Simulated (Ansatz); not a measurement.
# AlBrH2SSi: how energies converge with the basis set

Aim: see how fast density functionals converge with the basis set for AlBrH2SSi.

Method: one geometry, several basis sets; program: Ansatz 0.2.0, Gaussian basis.

The runs, in order: PBE0-D4/def2-SVP; ωB97M-V/def2-SVP; PBE0-D4/def2-QZVPP; ωB97M-V/def2-QZVPP; the functionals' def2-TZVPP values are taken from earlier runs.

## (1) The relaxed structure

The geometry comes from an earlier relaxation with PBE0-D4 in a triple-zeta def2 set; it is a stationary point.

SMILES `[Br][Al]1[SiH2][S]1`, 6 atoms, charge 0, spin multiplicity 1.

Atoms are counted from 1 here; the program's logs count them from 0.

Bond lengths: Br1–Al2 2.231 Å, Al2–Si3 2.307 Å, Al2–S4 2.161 Å, Si3–S4 2.211 Å, Si3–H5 1.486 Å, Si3–H6 1.486 Å. Angles: Br1–Al2–Si3 164.5°, Br1–Al2–S4 136.3°, Si3–Al2–S4 59.2°, Al2–Si3–S4 57.1°, Al2–Si3–H5 124.9°, Al2–Si3–H6 125.0°, S4–Si3–H5 112.8°, S4–Si3–H6 112.9°, H5–Si3–H6 109.1°, Al2–S4–Si3 63.7°.

## (2) PBE0-D4 in def2-SVP

Input file in.yaml:

```yaml
crystal:
  periodic: [false, false, false]
  atoms:
    - {symbol: Br, position_ang: [0.156763, -3.320549, 1.109549]}
    - {symbol: Al, position_ang: [-0.020366, -1.240415, 0.323262]}
    - {symbol: Si, position_ang: [0.241335, 1.017908, -0.068206]}
    - {symbol: S, position_ang: [-1.204316, -0.234422, -1.178329]}
    - {symbol: H, position_ang: [1.281014, 1.614440, -0.945846]}
    - {symbol: H, position_ang: [-0.412332, 2.099036, 0.713372]}
basis:
  gaussian: {orbitals: def2-SVP}
hamiltonian: {xc: pbe0, dispersion: d4}
output: {orbitals: {seedname: orbitals}}
```

Command:

```console
$ ansatz run in.yaml --threads 2 --pin off --events-out ev --progress --plain --max-ram 4352MiB
```

Further steps of the session: ωB97M-V in def2-SVP; PBE0-D4 in def2-QZVPP; ωB97M-V in def2-QZVPP.

Q: Predict the results of all the runs planned. Wanted: PBE0-D4: double and triple zeta above quadruple; ωB97M-V: double and triple zeta above quadruple.

As calculated:

| quantity | value |
| --- | --- |
| PBE0-D4: double and triple zeta above quadruple | 19.55, 2.20 eV |
| ωB97M-V: double and triple zeta above quadruple | 19.37, 2.11 eV |

For PBE0-D4 the step from double to triple zeta gains 17.35 eV and the next only 2.20 eV. Total energies overstate the basis error of differences, where much of it tends to cancel.
